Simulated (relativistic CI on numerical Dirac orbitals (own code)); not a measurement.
# Se⁶⁺: one ion under different settings

How much do the settings matter for Se⁶⁺? One ion, several inputs.

Method: Dirac-Coulomb-Breit CI, KLI orbitals optimised for each configuration, model QED (radiative potential, 1s self-energy scaled to tabulated hydrogen-like ionisation energies), numerical settings as typed. Code: relativistic CI on numerical Dirac orbitals (own code) version 3.

### Step 1. The system

* ion: Se⁶⁺ (Se VII)
* nuclear charge: 34
* electrons: 28
* isotope: A = 80

### Step 2. The usual input

Settings, as recorded:

```ini
atom Se  Z=34  charge=6  electrons=28
nucleus A=80  rms_radius_fm=4.1400
hamiltonian dirac-coulomb  breit=on  qed=on  c_scale=1
orbitals kli  potential=per-configuration
slater_scale 1
correlation none
mixing on
grid step=0.0125 r_max=21.3
scf mixing=0.4 start=green max_iterations=150 tolerance=2e-08 node_fill=0.05
configurations
  [Ar] 3d10
  [Ar] 3d9 4s
end
```

Launch:

```sh
$ python run_levels.py task.json out
```

task.json lists these runs, among others, and the program works through them in turn.

Main fields of the result record, rounded:

```text
status: converged
levels [i, E_cm, J2, conf, term, w_term, w_jj]:
  - [0, 0, 0, "3d10", "1S", 1, 1]
  - [1, 432261.44, 6, "3d9 4s", "3D", 1, 1]
  - [2, 434753.15, 4, "3d9 4s", "3D", 0.8025, 0.8295]
  - [3, 439217.31, 2, "3d9 4s", "3D", 1, 1]
  - [4, 443250.56, 4, "3d9 4s", "1D", 0.8025, 0.8295]
total_energy [Ha]: -2417.5203311
n_levels_all: 5
overlap: 2.6997e-12
scf_iterations: [11, 12]
orbital_energies [Ha]: {"1s": -462.763, "2s": -62.764, "2p1/2": -56.6803, "2p3/2": -55.1487, "3s": -11.7092, "3p1/2": -9.6183, "3p3/2": -9.40252, "3d3/2": -5.78515, "3d5/2": -5.75158}
configurations [conf, odd, states, E_av_Ha, breit_Ha, qed_Ha]:
  - ["3d10", 0, 1, -2419.471661, 1.167, 0.7847]
  - ["3d9 4s", 0, 20, -2417.484176, 1.167, 0.7861]
scf_steps of the first configuration [iteration, E_Ha, residual, outer_eigenvalue_Ha]:
  - [1, -2384.180881, 3.22, -14.08]
  - [2, -2413.889435, 1.34, -8.736]
  - [3, -2419.099522, 0.191, -5.659]
  - [4, -2419.380009, 0.182, -6.154]
  - [5, -2419.470506, 0.0221, -5.793]
  - [6, -2419.471695, 0.00209, -5.757]
  - [7, -2419.47162, 0.000789, -5.75]
  - [8, -2419.471651, 0.000156, -5.751]
  - [9, -2419.471661, 9.39e-06, -5.752]
  - [10, -2419.471661, 2.96e-07, -5.752]
  - [11, -2419.471661, 6.38e-09, -5.752]
```

It took 0.082 s on 1 thread of Neoverse-V1, shared host.

### Step 3. Potential mixing 0.05, start potential previous

The settings differ from step 2 so:

```diff
@@ -8,3 +8,3 @@
 grid step=0.0125 r_max=21.3
-scf mixing=0.4 start=green max_iterations=150 tolerance=2e-08 node_fill=0.05
+scf mixing=0.05 start=previous max_iterations=150 tolerance=2e-08 node_fill=0.05
 configurations
```

Result record:

```text
status: converged
levels [i, E_cm, J2, conf, term, w_term]:
  - [0, 0, 0, "3d10", "1S", 1]
  - [1, 432261.44, 6, "3d9 4s", "3D", 1]
  - [2, 434753.15, 4, "3d9 4s", "3D", 0.8025]
  - [3, 439217.31, 2, "3d9 4s", "3D", 1]
  - [4, 443250.56, 4, "3d9 4s", "1D", 0.8025]
total_energy [Ha]: -2417.5203311
n_levels_all: 5
overlap: 2.6982e-12
scf_iterations: [15, 13]
orbital_energies [Ha]: {"1s": -462.763, "2s": -62.764, "2p1/2": -56.6803, "2p3/2": -55.1487, "3s": -11.7092, "3p1/2": -9.6183, "3p3/2": -9.40252, "3d3/2": -5.78515, "3d5/2": -5.75158}
configurations [conf, odd, states, E_av_Ha, breit_Ha, qed_Ha]:
  - ["3d10", 0, 1, -2419.471661, 1.167, 0.7847]
  - ["3d9 4s", 0, 20, -2417.484176, 1.167, 0.7861]
scf_steps of the first configuration [iteration, E_Ha, residual, outer_eigenvalue_Ha]:
  - [1, -2400.148559, 1.71, -3.405]
  - [2, -2405.609831, 1.46, -3.609]
  - [3, -2419.042155, 0.308, -5.146]
  - [4, -2419.396626, 0.125, -5.567]
  - [5, -2419.121104, 0.297, -6.328]
  - [6, -2419.468273, 0.0425, -5.842]
  - [7, -2419.470979, 0.0272, -5.813]
  - [8, -2419.471162, 0.00634, -5.739]
  - [9, -2419.471337, 0.00464, -5.742]
  - [10, -2419.471664, 6.56e-05, -5.752]
  - [11, -2419.471665, 8.03e-05, -5.752]
  - [12, -2419.471662, 2.06e-05, -5.752]
  - [13, -2419.471661, 5.95e-07, -5.752]
  - [14, -2419.471661, 8.26e-08, -5.752]
  - [15, -2419.471661, 2.78e-10, -5.752]
```

Run time: 0.086 s. Hardware: 1 thread of Neoverse-V1, shared host.

### Step 4. Node fill 0.01

The settings differ from step 3 so:

```diff
@@ -8,3 +8,3 @@
 grid step=0.0125 r_max=21.3
-scf mixing=0.05 start=previous max_iterations=150 tolerance=2e-08 node_fill=0.05
+scf mixing=0.4 start=green max_iterations=150 tolerance=2e-08 node_fill=0.01
 configurations
```

Result record:

```text
status: converged
levels [i, E_cm, J2, conf, term, w_term]:
  - [0, 0, 0, "3d10", "1S", 1]
  - [1, 432294.77, 6, "3d9 4s", "3D", 1]
  - [2, 434783.24, 4, "3d9 4s", "3D", 0.8036]
  - [3, 439225.71, 2, "3d9 4s", "3D", 1]
  - [4, 443267.29, 4, "3d9 4s", "1D", 0.8036]
total_energy [Ha]: -2417.5197226
n_levels_all: 5
overlap: 2.73198e-12
scf_iterations: [11, 12]
orbital_energies [Ha]: {"1s": -462.937, "2s": -62.8255, "2p1/2": -56.7503, "2p3/2": -55.2172, "3s": -11.7236, "3p1/2": -9.63379, "3p3/2": -9.41764, "3d3/2": -5.80029, "3d5/2": -5.76658}
configurations [conf, odd, states, E_av_Ha, breit_Ha, qed_Ha]:
  - ["3d10", 0, 1, -2419.471896, 1.167, 0.7848]
  - ["3d9 4s", 0, 20, -2417.484321, 1.168, 0.7862]
scf_steps of the first configuration [iteration, E_Ha, residual, outer_eigenvalue_Ha]:
  - [1, -2384.180881, 3.21, -14.08]
  - [2, -2413.840086, 1.34, -8.746]
  - [3, -2419.121233, 0.19, -5.674]
  - [4, -2419.368905, 0.182, -6.168]
  - [5, -2419.469488, 0.0214, -5.807]
  - [6, -2419.471881, 0.00227, -5.773]
  - [7, -2419.471897, 0.000519, -5.766]
  - [8, -2419.471897, 4.06e-05, -5.767]
  - [9, -2419.471896, 6.01e-06, -5.767]
  - [10, -2419.471896, 3.41e-07, -5.767]
  - [11, -2419.471896, 9.62e-09, -5.767]
```

It took 0.082 s on 1 thread of Neoverse-V1, shared host.

### Step 5. End of the grid 14.91

The settings differ from step 4 so:

```diff
@@ -7,4 +7,4 @@
 mixing on
-grid step=0.0125 r_max=21.3
-scf mixing=0.4 start=green max_iterations=150 tolerance=2e-08 node_fill=0.01
+grid step=0.0125 r_max=14.91
+scf mixing=0.4 start=green max_iterations=150 tolerance=2e-08 node_fill=0.05
 configurations
```

Result record:

```text
status: converged
levels [i, E_cm, J2, conf, term, w_term]:
  - [0, 0, 0, "3d10", "1S", 1]
  - [1, 432261.44, 6, "3d9 4s", "3D", 1]
  - [2, 434753.15, 4, "3d9 4s", "3D", 0.8025]
  - [3, 439217.31, 2, "3d9 4s", "3D", 1]
  - [4, 443250.56, 4, "3d9 4s", "1D", 0.8025]
total_energy [Ha]: -2417.5203311
n_levels_all: 5
overlap: 2.69859e-12
scf_iterations: [11, 12]
orbital_energies [Ha]: {"1s": -462.763, "2s": -62.764, "2p1/2": -56.6803, "2p3/2": -55.1487, "3s": -11.7092, "3p1/2": -9.6183, "3p3/2": -9.40252, "3d3/2": -5.78515, "3d5/2": -5.75158}
configurations [conf, odd, states, E_av_Ha, breit_Ha, qed_Ha]:
  - ["3d10", 0, 1, -2419.471661, 1.167, 0.7847]
  - ["3d9 4s", 0, 20, -2417.484176, 1.167, 0.7861]
scf_steps of the first configuration [iteration, E_Ha, residual, outer_eigenvalue_Ha]:
  - [1, -2384.180881, 3.22, -14.08]
  - [2, -2413.889435, 1.34, -8.736]
  - [3, -2419.099522, 0.191, -5.659]
  - [4, -2419.380008, 0.182, -6.154]
  - [5, -2419.470506, 0.0221, -5.793]
  - [6, -2419.471695, 0.00209, -5.757]
  - [7, -2419.47162, 0.000787, -5.75]
  - [8, -2419.471651, 0.000156, -5.751]
  - [9, -2419.471661, 9.39e-06, -5.752]
  - [10, -2419.471661, 2.97e-07, -5.752]
  - [11, -2419.471661, 6.36e-09, -5.752]
```

Wall time 0.082 s (1 thread of Neoverse-V1, shared host).

### Step 6. Tolerance 0.3

The settings differ from step 5 so:

```diff
@@ -7,4 +7,4 @@
 mixing on
-grid step=0.0125 r_max=14.91
-scf mixing=0.4 start=green max_iterations=150 tolerance=2e-08 node_fill=0.05
+grid step=0.0125 r_max=21.3
+scf mixing=0.4 start=green max_iterations=55 tolerance=0.3 node_fill=0.05
 configurations
```

Result record:

```text
status: converged
levels [i, E_cm, J2, conf, term, w_term]:
  - [0, 0, 0, "3d10", "1S", 1]
  - [1, 410025.01, 6, "3d9 4s", "3D", 1]
  - [2, 412754.65, 4, "3d9 4s", "3D", 0.803]
  - [3, 417636.45, 2, "3d9 4s", "3D", 1]
  - [4, 422063.81, 4, "3d9 4s", "1D", 0.803]
total_energy [Ha]: -2417.1525667
n_levels_all: 5
overlap: 1.90138e-12
scf_iterations: [3, 3]
orbital_energies [Ha]: {"1s": -463.608, "2s": -62.0989, "2p1/2": -56.1115, "2p3/2": -54.563, "3s": -11.6553, "3p1/2": -9.57255, "3p3/2": -9.36677, "3d3/2": -5.68881, "3d5/2": -5.65912}
configurations [conf, odd, states, E_av_Ha, breit_Ha, qed_Ha]:
  - ["3d10", 0, 1, -2419.099522, 1.161, 0.7855]
  - ["3d9 4s", 0, 20, -2417.213365, 1.164, 0.7869]
scf_steps of the first configuration [iteration, E_Ha, residual, outer_eigenvalue_Ha]:
  - [1, -2384.180881, 3.22, -14.08]
  - [2, -2413.889435, 1.34, -8.736]
  - [3, -2419.099522, 0.191, -5.659]
```

Run time: 0.058 s. Hardware: 1 thread of Neoverse-V1, shared host.

This setting is unsound; the numbers are not properties of the ion.

### Step 7. Slater scale -1

Settings, as recorded:

```ini
atom Se  Z=34  charge=6  electrons=28
nucleus A=80  rms_radius_fm=4.1400
hamiltonian dirac-coulomb  breit=on  qed=on  c_scale=1
orbitals kli  potential=per-configuration
slater_scale -1
correlation none
mixing on
grid step=0.0125 r_max=21.3
scf mixing=0.4 start=green max_iterations=66 tolerance=2e-08 node_fill=0.05
configurations
  [Ar] 3d10
  [Ar] 3d9 4s
end
```

Result record:

```text
status: converged
levels [i, E_cm, J2, conf, term, w_term]:
  - [0, 0, 0, "3d10", "1S", 1]
  - [1, 430610.18, 4, "3d9 4s", "1D", 0.8851]
  - [2, 435656.79, 6, "3d9 4s", "3D", 1]
  - [3, 440799.88, 4, "3d9 4s", "3D", 0.8851]
  - [4, 442284.26, 2, "3d9 4s", "3D", 1]
total_energy [Ha]: -2417.5203311
n_levels_all: 5
overlap: 2.6997e-12
scf_iterations: [11, 12]
orbital_energies [Ha]: {"1s": -462.763, "2s": -62.764, "2p1/2": -56.6803, "2p3/2": -55.1487, "3s": -11.7092, "3p1/2": -9.6183, "3p3/2": -9.40252, "3d3/2": -5.78515, "3d5/2": -5.75158}
configurations [conf, odd, states, E_av_Ha, breit_Ha, qed_Ha]:
  - ["3d10", 0, 1, -2419.471661, 1.167, 0.7847]
  - ["3d9 4s", 0, 20, -2417.484176, 1.167, 0.7861]
scf_steps of the first configuration [iteration, E_Ha, residual, outer_eigenvalue_Ha]:
  - [1, -2384.180881, 3.22, -14.08]
  - [2, -2413.889435, 1.34, -8.736]
  - [3, -2419.099522, 0.191, -5.659]
  - [4, -2419.380009, 0.182, -6.154]
  - [5, -2419.470506, 0.0221, -5.793]
  - [6, -2419.471695, 0.00209, -5.757]
  - [7, -2419.47162, 0.000789, -5.75]
  - [8, -2419.471651, 0.000156, -5.751]
  - [9, -2419.471661, 9.39e-06, -5.752]
  - [10, -2419.471661, 2.96e-07, -5.752]
  - [11, -2419.471661, 6.38e-09, -5.752]
```

It took 0.082 s on 1 thread of Neoverse-V1, shared host.

This setting is unsound; the numbers are not properties of the ion.

### Step 8. Comparison

| setting | total energy less usual (Ha) | largest shift of a level among the lowest eight of both runs, same label and place (cm⁻¹) | SCF iterations | time | lowest level | kind of change |
| --- | --- | --- | --- | --- | --- | --- |
| usual | 0 | 0 | 23 | 0.082 s | 3d10 1S0 | - |
| potential mixing 0.05, start potential previous | 0 | 0 | 28 | 0.086 s | 3d10 1S0 | numerical |
| node fill 0.01 | 0.000608 | 33.3 | 23 | 0.082 s | 3d10 1S0 | numerical |
| end of the grid 14.91 | 0 | 0 | 23 | 0.082 s | 3d10 1S0 | numerical |
| tolerance 0.3 | 0.368 | 22200 | 6 | 0.058 s | 3d10 1S0 | unsound |
| Slater scale -1 | 0 | 3400 | 23 | 0.082 s | 3d10 1S0 | unsound |

### Step 9. Results

| quantity | value |
| --- | --- |
| lowest level, usual settings | 3d10 1S0 |
| total energy | -2417.5203 Ha |
| first excitation | 432261 cm⁻¹ |

**Reading.** Among the runs whose levels can be followed, they move most under «tolerance 0.3» (unsound), by up to 22200 cm⁻¹. No visible change in the result comes from «potential mixing 0.05, start potential previous» or «end of the grid 14.91». Only the listed configurations are in the model.
